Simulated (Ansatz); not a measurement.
# ZrICl3: one species, many methods

An exercise on one series of results from a longer session: the logs are not shown, and one member is left open.

Method: functionals in def2-TZVPP, the program's frozen cores in correlated methods; program: Ansatz 0.2.0, Gaussian basis.

Plan: LDA (SPW92), PBE-D4, revPBE-D4, BLYP-D4, r2SCAN-D4, B97M-V, PBE0-D4, B3LYP-D4, r2SCANh-D4, r2SCAN0-D4, HSE06-D4, BHLYP-D4, CAM-B3LYP-D4, LC-ωPBE, ωB97X-V, ωB97M-V, B2PLYP, PBE-QIDH; CCSD(T)/def2-SVP; CCSD(T)/def2-TZVPP; MP2/def2-QZVPP; extrapolation to the limit; RPA on PBE.

## Structure used throughout

All runs share one geometry, relaxed beforehand with PBE0-D4 in a triple-zeta def2 set. Zr, I take the def2 core potential; no spin-orbit term is included.

SMILES `[Cl][Zr]([Cl])([Cl])[I]`, 5 atoms, charge 0, spin multiplicity 1.

Atoms are counted from 1 here; the program's logs count them from 0.

Bond lengths: Cl1–Zr2 2.313 Å, Zr2–Cl3 2.313 Å, Zr2–Cl4 2.313 Å, Zr2–I5 2.684 Å. Angles: Cl1–Zr2–Cl3 109.5°, Cl1–Zr2–Cl4 109.5°, Cl1–Zr2–I5 109.4°, Cl3–Zr2–Cl4 109.5°, Cl3–Zr2–I5 109.4°, Cl4–Zr2–I5 109.4°.

As a file:

```xyz
5
Cl3IZr
Cl   -0.77308   -0.29783    2.17801
Zr    0.00475   -0.08776    0.00948
Cl    2.09149   -1.07149   -0.16204
Cl   -1.46331   -1.13037   -1.44293
I     0.18996    2.51384   -0.62391
```

Set-up of the first run:

Input file in.yaml:

```yaml
crystal:
  periodic: [false, false, false]
  atoms:
    - {symbol: Cl, position_ang: [-0.773080, -0.297825, 2.178005]}
    - {symbol: Zr, position_ang: [0.004747, -0.087763, 0.009481]}
    - {symbol: Cl, position_ang: [2.091485, -1.071486, -0.162040]}
    - {symbol: Cl, position_ang: [-1.463309, -1.130366, -1.442934]}
    - {symbol: I, position_ang: [0.189958, 2.513842, -0.623912]}
basis:
  gaussian: {orbitals: def2-TZVPP}
hamiltonian: {xc: lda}
output: {orbitals: {seedname: orbitals}}
```

Run with:

```sh
$ ansatz run in.yaml --threads 4 --pin off --events-out ev --progress --plain --max-ram 10444MiB
```

Steps of the session up to this table: LDA; PBE-D4 (GGA); revPBE-D4 (GGA); BLYP-D4 (GGA); r2SCAN-D4 (meta-GGA); B97M-V (meta-GGA); PBE0-D4 (hybrid); B3LYP-D4 (hybrid); r2SCANh-D4 (hybrid); r2SCAN0-D4 (hybrid); HSE06-D4 (hybrid); BHLYP-D4 (hybrid); CAM-B3LYP-D4 (range-separated); LC-ωPBE (range-separated); ωB97X-V (range-separated); ωB97M-V (range-separated); B2PLYP (double hybrid); PBE-QIDH (double hybrid).

One table of the session follows, with a row left open; its other results are not shown here.

It belongs to the step «Frontier levels by functional». 

| functional | HOMO (eV) | LUMO (eV) | gap (eV) |
| --- | --- | --- | --- |
| LDA (SPW92) | -7.44 | -3.69 | 3.75 |
| PBE-D4 | -7.27 | -3.48 | 3.79 |
| revPBE-D4 | -7.21 | -3.41 | 3.80 |
| BLYP-D4 | -7.07 | -3.32 | 3.75 |
| r2SCAN-D4 | -7.59 | -3.39 | 4.20 |
| B97M-V | -7.57 | -3.30 | 4.27 |
| PBE0-D4 | -8.40 | -2.76 | 5.64 |
| B3LYP-D4 | -8.14 | -2.92 | 5.21 |
| r2SCANh-D4 | -8.00 | -3.12 | 4.88 |
| r2SCAN0-D4 | -8.61 | -2.69 | 5.92 |
| HSE06-D4 | ? | ? | ? |
| BHLYP-D4 | -9.34 | -1.83 | 7.51 |
| CAM-B3LYP-D4 | -9.60 | -1.70 | 7.90 |
| LC-ωPBE | -10.94 | -0.68 | 10.26 |
| ωB97X-V | -10.60 | -0.72 | 9.88 |
| ωB97M-V | -10.46 | -0.75 | 9.71 |

**Question.** Estimate the row for HSE06-D4.

As computed: HOMO (eV): -8.01; LUMO (eV): -3.13; gap (eV): 4.88. In the column «HOMO (eV)» it lies between B3LYP-D4 (-8.14) and r2SCANh-D4 (-8.00).
